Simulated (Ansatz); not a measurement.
# Mo: an axial (c/a) deformation path

The task, for Mo: look for other minima along an axial (c/a) path.

Computed with Ansatz 0.2.0 (DFT PBEsol, scalar-relativistic, plane waves, PAW, unless a step's input says otherwise).

### Step 1. The starting structure

Symmetry: P6/mmm, No. 191, hexagonal system. Conventional cell: a = 2.736 Å, b = 2.736 Å, c = 2.555 Å, α = 90.00°, β = 90.00°, γ = 120.00°. Mo (site symmetry 6/mmm) is surrounded by 8 Mo at 2.56 to 2.74 Å.

As a file:

```
CELL_PARAMETERS angstrom
2.73551 0.00000 0.00000
-1.36776 2.36902 0.00000
0.00000 0.00000 2.55518
ATOMIC_POSITIONS crystal
Mo 0.00000 0.00000 0.50000
```

It goes back to an entry of the Materials Project, which need not be the stable form.

No relaxation comes first: the listed cell is the starting point.

### Step 2. The reference cell

The reference gives a free energy of -4896.5544 eV, pressure -4.12 GPa, largest force 0.000 eV/Å and gap on the mesh none (metal). It was computed beforehand with the settings of the runs below.

### Step 3. Setting up an axial (c/a) deformation path

At fixed volume and fractional coordinates, lengths along (0.000, 0.000, 1.000) are scaled against those across it; ρ is that ratio over its starting value.

### Step 4. ρ = 0.850

Input file input.yaml:

```yaml
crystal:
  lattice:
    - [2.8877885796, 0.0, 0.0]
    - [-1.4438942898, 2.5008982707, 0.0]
    - [0.0, 0.0, 2.2928073694]
  atoms:
    - { symbol: Mo, position: [0.0, 0.0, 0.5] }
basis:
  ecutwfc: 420
kpoints:
  mp_grid: { grid: [24, 24, 20] }
hamiltonian:
  xc: pbesol
scf:
  occupations: { method: gaussian, width: 0.15 }
output:
  forces: true
  stress: true
  eigenvalues: true
  write_density: true
  write_potential: true
  elf: true
  volumetric_format: npy
```

Launch:

```
$ ansatz run input.yaml --threads 1 --pin off --max-ram 2560MiB --backend cpu --events-out ev --progress --plain --runs-dir out
```

Log, shortened:

```text
Warning: RAYON_NUM_THREADS=1 ignored (pool sized by the plan → 1); use --threads N
[...]
Pseudopotentials: kind: paw
Pseudopotential: Mo, paw, valence charge 14, recommended cutoff 420 eV (normal), Mo.paw.azcp
Functional definition: PBEsol
[...]
Crystal: 1 atoms, lattice volume = 16.559 Å³
Basis set: ecut = 420 eV, 307 PW (Γ), exchange–correlation on 40×40×32 points (8 copies of the dense FFT grid, shifted against one another)
Bands: 11, of which v1, the nominal top of the filled ones, is band 7 counted from 1 (6 counted from 0)
Symmetry: 24 space group operations
Space group: P6/mmm (ITA 191), of the structure as read, at distance tolerance 2.5e-5 Å
k-points: 671 of 11520
[...]
SCF iter   1: F=—  HF=-4896.403326 eV  |F-HF|=—  |Δ(HF+E_count)|=         —  Δρ=1.95e-2  dr2=3.94e-2  ethr=1.77e-3  ⟨swp⟩=5.0  Hψ=42836  notcnv=0
[...]
SCF iter   7: F=-4896.386985 eV  HF=-4896.386985 eV  |F-HF|=6.13e-10  |Δ(HF+E_count)|=   3.91e-8  Δρ=2.20e-6  dr2=8.54e-10  ethr=7.14e-10  ⟨swp⟩=7.7  Hψ=42064  notcnv=0
[...]
SCF converged after 7 iterations
Free energy (F): -4896.386985 eV
[...]
E sigma→0 (E₀):  -4896.381907 eV
Entropy (-TS):   -0.010157 eV (-10.157 meV/atom)
Fermi energy:    19.242701 eV
[...]
--- Forces (eV/Å), atoms counted from 1 ---
  atom   1  Mo     0.00000000     0.00000000     0.00000000
[...]
--- Stress (GPa, compression-positive) ---
      -12.022755       0.000000      -0.000000
        0.000000     -12.022755       0.000000
       -0.000000       0.000000      34.226874
  P = ⅓ Tr σ = 3.3938 GPa (33.938 kbar)
--- Band table (eV; the first three rows and the last of 671) ---
  k-point 0: bands = ["-41.6908", "-15.1892", "-15.1892", "-13.7749", "12.6740", "14.6215", "18.1451", "18.1451", "24.5132", "24.5132", "31.1115"]
[...]
```

Run time: 9.3 s. Hardware: 1 thread of Intel Xeon at 2.70GHz, shared host; peak memory 0.43 GiB.

Density in a lattice plane of the grid's cell (edges 2.89 and 2.29 Å, at 0.000 of the third edge), which holds Mo.

Ten even steps from ' ' (0.19 e/Å³) to '@' (6.54 e/Å³):
```
......                                      ....
::::......                              ......::
==----::....                          ....::----
****++==--::..                      ..::--==++**
%%%%##**==--....                  ....--==**##%%
@@@@%%##**==::..                  ..::==**##%%@@
@@@@@@@@##++--..                  ..--++##@@@@@@
@@@@@@@@##++--::                  ::--++##@@@@@@
@@@@@@@@##++--..                  ..--++##@@@@@@
@@@@%%##**==::..                  ..::==**##%%@@
%%%%##**==--....                  ....--==**##%%
****++==--::..                      ..::--==++**
==----::....                          ....::----
::::......                              ......::
......                                      ....
                                                
```
Columns run along the first of these edges and rows up along the second, over one cell in 24 and 16 even steps from the bottom left corner. Atoms in the plane (fractional): Mo at (0.00, 0.50).

ELF in the same plane.

Values, 10 rows by 12 columns:
```
0.43 0.39 0.32 0.26 0.26 0.31 0.33 0.31 0.26 0.26 0.32 0.39
0.66 0.62 0.47 0.29 0.20 0.25 0.29 0.25 0.20 0.29 0.47 0.62
0.69 0.70 0.65 0.44 0.21 0.22 0.28 0.22 0.21 0.44 0.65 0.70
0.46 0.61 0.72 0.59 0.28 0.23 0.28 0.23 0.28 0.59 0.72 0.61
0.25 0.50 0.72 0.65 0.33 0.24 0.28 0.24 0.33 0.65 0.72 0.50
0.46 0.61 0.72 0.59 0.28 0.23 0.28 0.23 0.28 0.59 0.72 0.61
0.69 0.70 0.65 0.44 0.21 0.22 0.28 0.22 0.21 0.44 0.65 0.70
0.66 0.62 0.47 0.29 0.20 0.25 0.29 0.25 0.20 0.29 0.47 0.62
0.43 0.39 0.32 0.26 0.26 0.31 0.33 0.31 0.26 0.26 0.32 0.39
0.29 0.29 0.29 0.30 0.31 0.34 0.36 0.34 0.31 0.30 0.29 0.29
```
Columns run along the first of these edges and rows up along the second, over one cell in 12 and 10 even steps from the bottom left corner. Atoms in the plane (fractional): Mo at (0.00, 0.50).

Both are smooth fields of the valence electrons: close to the nuclei they are not physical.

### Step 5. At ρ = 1.200

Input file input.yaml:

```yaml
crystal:
  lattice:
    - [2.5742138411, 0.0, 0.0]
    - [-1.2871069206, 2.2293345812, 0.0]
    - [0.0, 0.0, 2.8854205188]
  atoms:
    - { symbol: Mo, position: [0.0, 0.0, 0.5] }
basis:
  ecutwfc: 420
kpoints:
  mp_grid: { grid: [24, 24, 20] }
hamiltonian:
  xc: pbesol
scf:
  occupations: { method: gaussian, width: 0.15 }
output:
  forces: true
  stress: true
  eigenvalues: true
```

Launch:

```
$ ansatz run input.yaml --threads 1 --pin off --max-ram 2560MiB --backend cpu --events-out ev --progress --plain --runs-dir out
```

Log, shortened:

```text
Warning: RAYON_NUM_THREADS=1 ignored (pool sized by the plan → 1); use --threads N
[...]
[... 3 set-up lines as earlier in the session ...]
[...]
Crystal: 1 atoms, lattice volume = 16.559 Å³
Basis set: ecut = 420 eV, 339 PW (Γ), exchange–correlation on 36×36×40 points (8 copies of the dense FFT grid, shifted against one another)
Bands: 11, of which v1, the nominal top of the filled ones, is band 7 counted from 1 (6 counted from 0)
[... 2 set-up lines as earlier in the session ...]
k-points: 671 of 11520
[...]
SCF iter   1: F=—  HF=-4896.223253 eV  |F-HF|=—  |Δ(HF+E_count)|=         —  Δρ=6.04e-3  dr2=2.83e-3  ethr=1.77e-3  ⟨swp⟩=5.0  Hψ=41867  notcnv=0
[...]
SCF iter   6: F=-4896.222435 eV  HF=-4896.222435 eV  |F-HF|=1.21e-8  |Δ(HF+E_count)|=   1.07e-7  Δρ=1.33e-5  dr2=1.61e-8  ethr=7.14e-10  ⟨swp⟩=5.0  Hψ=32661  notcnv=0
[...]
SCF converged after 6 iterations
Free energy (F): -4896.222435 eV
[...]
E sigma→0 (E₀):  -4896.215875 eV
Entropy (-TS):   -0.013120 eV (-13.120 meV/atom)
Fermi energy:    19.559927 eV
[...]
--- Forces (eV/Å), atoms counted from 1 ---
  atom   1  Mo     0.00000000    -0.00000000     0.00000000
[...]
--- Stress (GPa, compression-positive) ---
       19.161433      -0.000000       0.000000
       -0.000000      19.161433       0.000000
        0.000000       0.000000     -18.914686
  P = ⅓ Tr σ = 6.4694 GPa (64.694 kbar)
--- Band table (eV; the first three rows and the last of 671) ---
  k-point 0: bands = ["-41.4604", "-15.2009", "-14.2911", "-14.2911", "12.7635", "15.2063", "18.6981", "18.6981", "23.4552", "23.4552", "31.0546"]
[...]
```

Wall time 5.4 s (1 thread of Intel Xeon at 2.70GHz, shared host); peak memory 0.42 GiB.

### Step 6. At ρ = 0.920

Changes to input.yaml since step 5:

```diff
@@ -2,5 +2,5 @@
   lattice:
-    - [2.5742138411, 0.0, 0.0]
-    - [-1.2871069206, 2.2293345812, 0.0]
-    - [0.0, 0.0, 2.8854205188]
+    - [2.8126072637, 0.0, 0.0]
+    - [-1.4063036318, 2.4357893412, 0.0]
+    - [0.0, 0.0, 2.417019588]
   atoms:
```

Launch:

```
$ ansatz run input.yaml --threads 1 --pin off --max-ram 2560MiB --backend cpu --events-out ev --progress --plain --runs-dir out
```

Log, shortened:

```text
Warning: RAYON_NUM_THREADS=1 ignored (pool sized by the plan → 1); use --threads N
[...]
[... 3 set-up lines as earlier in the session ...]
[...]
Crystal: 1 atoms, lattice volume = 16.559 Å³
Basis set: ecut = 420 eV, 321 PW (Γ), exchange–correlation on 40×40×36 points (8 copies of the dense FFT grid, shifted against one another)
Bands: 11, of which v1, the nominal top of the filled ones, is band 7 counted from 1 (6 counted from 0)
[... 2 set-up lines as earlier in the session ...]
k-points: 671 of 11520
[...]
SCF iter   1: F=—  HF=-4896.548583 eV  |F-HF|=—  |Δ(HF+E_count)|=         —  Δρ=1.42e-2  dr2=2.25e-2  ethr=1.77e-3  ⟨swp⟩=5.0  Hψ=41652  notcnv=0
[...]
SCF iter   6: F=-4896.539520 eV  HF=-4896.539520 eV  |F-HF|=1.49e-8  |Δ(HF+E_count)|=   3.15e-7  Δρ=1.17e-5  dr2=2.30e-8  ethr=7.14e-10  ⟨swp⟩=3.0  Hψ=28810  notcnv=0
[...]
SCF converged after 6 iterations
Free energy (F): -4896.539520 eV
[...]
E sigma→0 (E₀):  -4896.533496 eV
Entropy (-TS):   -0.012048 eV (-12.048 meV/atom)
Fermi energy:    19.310493 eV
[...]
--- Forces (eV/Å), atoms counted from 1 ---
  atom   1  Mo     0.00000000     0.00000000     0.00000000
[...]
--- Stress (GPa, compression-positive) ---
       -7.612431       0.000000       0.000000
       -0.000000      -7.612431       0.000000
        0.000000       0.000000       6.007183
  P = ⅓ Tr σ = -3.0726 GPa (-30.726 kbar)
--- Band table (eV; the first three rows and the last of 671) ---
  k-point 0: bands = ["-41.5475", "-14.9744", "-14.9744", "-14.3055", "12.6664", "14.9164", "18.3891", "18.3891", "23.9597", "23.9597", "31.7441"]
[...]
```

Wall time 6.1 s (1 thread of Intel Xeon at 2.70GHz, shared host); peak memory 0.42 GiB.

### Step 7. ρ = 1.100

Changes to input.yaml since step 6:

```diff
@@ -2,5 +2,5 @@
   lattice:
-    - [2.8126072637, 0.0, 0.0]
-    - [-1.4063036318, 2.4357893412, 0.0]
-    - [0.0, 0.0, 2.417019588]
+    - [2.6499690891, 0.0, 0.0]
+    - [-1.3249845445, 2.2949405504, 0.0]
+    - [0.0, 0.0, 2.7228062693]
   atoms:
```

Launch:

```
$ ansatz run input.yaml --threads 1 --pin off --max-ram 2560MiB --backend cpu --events-out ev --progress --plain --runs-dir out
```

Log, shortened:

```text
[...]
SCF converged after 6 iterations
Free energy (F): -4896.415943 eV
[...]
E sigma→0 (E₀):  -4896.409735 eV
Entropy (-TS):   -0.012415 eV (-12.415 meV/atom)
Fermi energy:    19.647897 eV
[...]
--- Forces (eV/Å), atoms counted from 1 ---
  atom   1  Mo     0.00000000     0.00000000     0.00000000
[...]
--- Stress (GPa, compression-positive) ---
        9.896868      -0.000000       0.000000
        0.000000       9.896868       0.000000
        0.000000       0.000000     -20.059535
  P = ⅓ Tr σ = -0.0886 GPa (-0.886 kbar)
--- Band table (eV; the first three rows and the last of 671) ---
  k-point 0: bands = ["-41.4385", "-15.0180", "-14.5206", "-14.5206", "12.6873", "15.2705", "18.6862", "18.6862", "23.4175", "23.4175", "32.8606"]
[...]
```

It took 5.2 s on 1 thread of Intel Xeon at 2.70GHz, shared host; peak memory 0.42 GiB.

### Step 8. ρ = 0.960

Changes to input.yaml since step 7:

```diff
@@ -2,5 +2,5 @@
   lattice:
-    - [2.6499690891, 0.0, 0.0]
-    - [-1.3249845445, 2.2949405504, 0.0]
-    - [0.0, 0.0, 2.7228062693]
+    - [2.7729877995, 0.0, 0.0]
+    - [-1.3864938997, 2.4014778787, 0.0]
+    - [0.0, 0.0, 2.4865800244]
   atoms:
```

Launch:

```
$ ansatz run input.yaml --threads 1 --pin off --max-ram 2560MiB --backend cpu --events-out ev --progress --plain --runs-dir out
```

Log, shortened:

```text
[...]
SCF converged after 6 iterations
Free energy (F): -4896.563819 eV
[...]
E sigma→0 (E₀):  -4896.558231 eV
Entropy (-TS):   -0.011175 eV (-11.175 meV/atom)
Fermi energy:    19.391363 eV
[...]
--- Forces (eV/Å), atoms counted from 1 ---
  atom   1  Mo     0.00000000    -0.00000000     0.00000000
[...]
--- Stress (GPa, compression-positive) ---
       -5.090424       0.000000       0.000000
        0.000000      -5.090424       0.000000
        0.000000       0.000000      -2.451864
  P = ⅓ Tr σ = -4.2109 GPa (-42.109 kbar)
--- Band table (eV; the first three rows and the last of 671) ---
  k-point 0: bands = ["-41.5070", "-14.8709", "-14.8709", "-14.5393", "12.6586", "15.0465", "18.4911", "18.4911", "23.7393", "23.7393", "32.0751"]
[...]
```

Run time: 6.3 s. Hardware: 1 thread of Intel Xeon at 2.70GHz, shared host; peak memory 0.42 GiB.

### Step 9. Point ρ = 1.050

Changes to input.yaml since step 8:

```diff
@@ -2,5 +2,5 @@
   lattice:
-    - [2.7729877995, 0.0, 0.0]
-    - [-1.3864938997, 2.4014778787, 0.0]
-    - [0.0, 0.0, 2.4865800244]
+    - [2.6913815451, 0.0, 0.0]
+    - [-1.3456907725, 2.3308047893, 0.0]
+    - [0.0, 0.0, 2.6396589451]
   atoms:
```

Launch:

```
$ ansatz run input.yaml --threads 1 --pin off --max-ram 2560MiB --backend cpu --events-out ev --progress --plain --runs-dir out
```

Log, shortened:

```text
[...]
SCF converged after 6 iterations
Free energy (F): -4896.501314 eV
[...]
E sigma→0 (E₀):  -4896.495378 eV
Entropy (-TS):   -0.011872 eV (-11.872 meV/atom)
Fermi energy:    19.588640 eV
[...]
--- Forces (eV/Å), atoms counted from 1 ---
  atom   1  Mo     0.00000000    -0.00000000     0.00000000
[...]
--- Stress (GPa, compression-positive) ---
        4.832918       0.000000      -0.000000
        0.000000       4.832918       0.000000
       -0.000000       0.000000     -17.305067
  P = ⅓ Tr σ = -2.5464 GPa (-25.464 kbar)
--- Band table (eV; the first three rows and the last of 671) ---
  k-point 0: bands = ["-41.4551", "-14.8929", "-14.6482", "-14.6482", "12.6654", "15.2350", "18.6383", "18.6383", "23.4661", "23.4661", "32.7130"]
[...]
```

It took 6.1 s on 1 thread of Intel Xeon at 2.70GHz, shared host; peak memory 0.42 GiB.

### Step 10. At ρ = 0.800

Changes to input.yaml since step 9:

```diff
@@ -2,5 +2,5 @@
   lattice:
-    - [2.6913815451, 0.0, 0.0]
-    - [-1.3456907725, 2.3308047893, 0.0]
-    - [0.0, 0.0, 2.6396589451]
+    - [2.9467392473, 0.0, 0.0]
+    - [-1.4733696237, 2.5519510465, 0.0]
+    - [0.0, 0.0, 2.2019879758]
   atoms:
```

Launch:

```
$ ansatz run input.yaml --threads 1 --pin off --max-ram 2560MiB --backend cpu --events-out ev --progress --plain --runs-dir out
```

Log, shortened:

```text
Warning: RAYON_NUM_THREADS=1 ignored (pool sized by the plan → 1); use --threads N
[...]
[... 3 set-up lines as earlier in the session ...]
[...]
Crystal: 1 atoms, lattice volume = 16.559 Å³
Basis set: ecut = 420 eV, 307 PW (Γ), exchange–correlation on 40×40×30 points (8 copies of the dense FFT grid, shifted against one another)
Bands: 11, of which v1, the nominal top of the filled ones, is band 7 counted from 1 (6 counted from 0)
[... 2 set-up lines as earlier in the session ...]
k-points: 671 of 11520
[...]
SCF iter   1: F=—  HF=-4896.125467 eV  |F-HF|=—  |Δ(HF+E_count)|=         —  Δρ=2.07e-2  dr2=4.10e-2  ethr=1.77e-3  ⟨swp⟩=5.1  Hψ=44366  notcnv=0
[...]
SCF iter   7: F=-4896.109326 eV  HF=-4896.109326 eV  |F-HF|=3.03e-9  |Δ(HF+E_count)|=   1.28e-7  Δρ=4.34e-6  dr2=3.83e-9  ethr=7.14e-10  ⟨swp⟩=5.0  Hψ=34647  notcnv=0
[...]
SCF converged after 7 iterations
Free energy (F): -4896.109326 eV
[...]
E sigma→0 (E₀):  -4896.104080 eV
Entropy (-TS):   -0.010493 eV (-10.493 meV/atom)
Fermi energy:    19.252184 eV
[...]
--- Forces (eV/Å), atoms counted from 1 ---
  atom   1  Mo     0.00000000     0.00000000     0.00000000
[...]
--- Stress (GPa, compression-positive) ---
      -16.586839      -0.000000      -0.000000
       -0.000000     -16.586839       0.000000
       -0.000000       0.000000      71.848413
  P = ⅓ Tr σ = 12.8916 GPa (128.916 kbar)
--- Band table (eV; the first three rows and the last of 671) ---
  k-point 0: bands = ["-41.8878", "-15.3804", "-15.3804", "-13.2975", "12.6307", "14.3740", "17.9202", "17.9202", "25.0572", "25.0572", "30.6361"]
[...]
```

It took 5.9 s on 1 thread of Intel Xeon at 2.70GHz, shared host; peak memory 0.42 GiB.

### Step 11. ρ = 1.300

Changes to input.yaml since step 10:

```diff
@@ -2,5 +2,5 @@
   lattice:
-    - [2.9467392473, 0.0, 0.0]
-    - [-1.4733696237, 2.5519510465, 0.0]
-    - [0.0, 0.0, 2.2019879758]
+    - [2.5064396513, 0.0, 0.0]
+    - [-1.2532198256, 2.170640411, 0.0]
+    - [0.0, 0.0, 3.0435739151]
   atoms:
```

Launch:

```
$ ansatz run input.yaml --threads 1 --pin off --max-ram 2560MiB --backend cpu --events-out ev --progress --plain --runs-dir out
```

Log, shortened:

```text
Warning: RAYON_NUM_THREADS=1 ignored (pool sized by the plan → 1); use --threads N
[...]
[... 3 set-up lines as earlier in the session ...]
[...]
Crystal: 1 atoms, lattice volume = 16.559 Å³
Basis set: ecut = 420 eV, 317 PW (Γ), exchange–correlation on 36×36×48 points (8 copies of the dense FFT grid, shifted against one another)
Bands: 11, of which v1, the nominal top of the filled ones, is band 7 counted from 1 (6 counted from 0)
[... 2 set-up lines as earlier in the session ...]
k-points: 671 of 11520
[...]
SCF iter   1: F=—  HF=-4895.953790 eV  |F-HF|=—  |Δ(HF+E_count)|=         —  Δρ=7.28e-3  dr2=4.09e-3  ethr=1.77e-3  ⟨swp⟩=5.0  Hψ=42512  notcnv=0
[...]
SCF iter   6: F=-4895.952807 eV  HF=-4895.952807 eV  |F-HF|=3.42e-9  |Δ(HF+E_count)|=   3.59e-8  Δρ=6.95e-6  dr2=4.56e-9  ethr=6.96e-10  ⟨swp⟩=2.4  Hψ=27543  notcnv=0
[...]
SCF converged after 6 iterations
Free energy (F): -4895.952807 eV
[...]
E sigma→0 (E₀):  -4895.946584 eV
Entropy (-TS):   -0.012446 eV (-12.446 meV/atom)
Fermi energy:    19.516113 eV
[...]
--- Forces (eV/Å), atoms counted from 1 ---
  atom   1  Mo     0.00000000     0.00000000     0.00000000
[...]
--- Stress (GPa, compression-positive) ---
       36.744898      -0.000000       0.000000
       -0.000000      36.744898      -0.000000
        0.000000      -0.000000     -24.228129
  P = ⅓ Tr σ = 16.4206 GPa (164.206 kbar)
--- Band table (eV; the first three rows and the last of 671) ---
  k-point 0: bands = ["-41.5742", "-15.3897", "-14.1001", "-14.1001", "12.8702", "15.0196", "18.6257", "18.6257", "23.5795", "23.5795", "29.5678"]
[...]
```

Run time: 7.5 s. Hardware: 1 thread of Intel Xeon at 2.70GHz, shared host; peak memory 0.42 GiB.

### Step 12. All points together

Collected from the runs (energy zero: the undisturbed cell):

| ρ | ΔE (meV/atom) | pressure (GPa) | space group |
| --- | --- | --- | --- |
| 0.800 | 445.0 | 12.9 | P6/mmm |
| 0.850 | 167.4 | 3.4 | P6/mmm |
| 0.920 | 14.9 | -3.1 | P6/mmm |
| 0.960 | -9.4 | -4.2 | P6/mmm |
| 1.000 | 0.0 | -4.1 | P6/mmm |
| 1.050 | 53.1 | -2.5 | P6/mmm |
| 1.100 | 138.4 | -0.1 | P6/mmm |
| 1.200 | 331.9 | 6.5 | P6/mmm |
| 1.300 | 601.6 | 16.4 | P6/mmm |

### Step 13. Results

| quantity | value |
| --- | --- |
| highest point | 601.6 meV/atom at ρ = 1.300 |

**Reading.** The energy drops below the reference, by 9.4 meV/atom at ρ = 0.960; the cell was taken as given and not relaxed at this level. No sampled point inside the path is a dip, apart from those named.
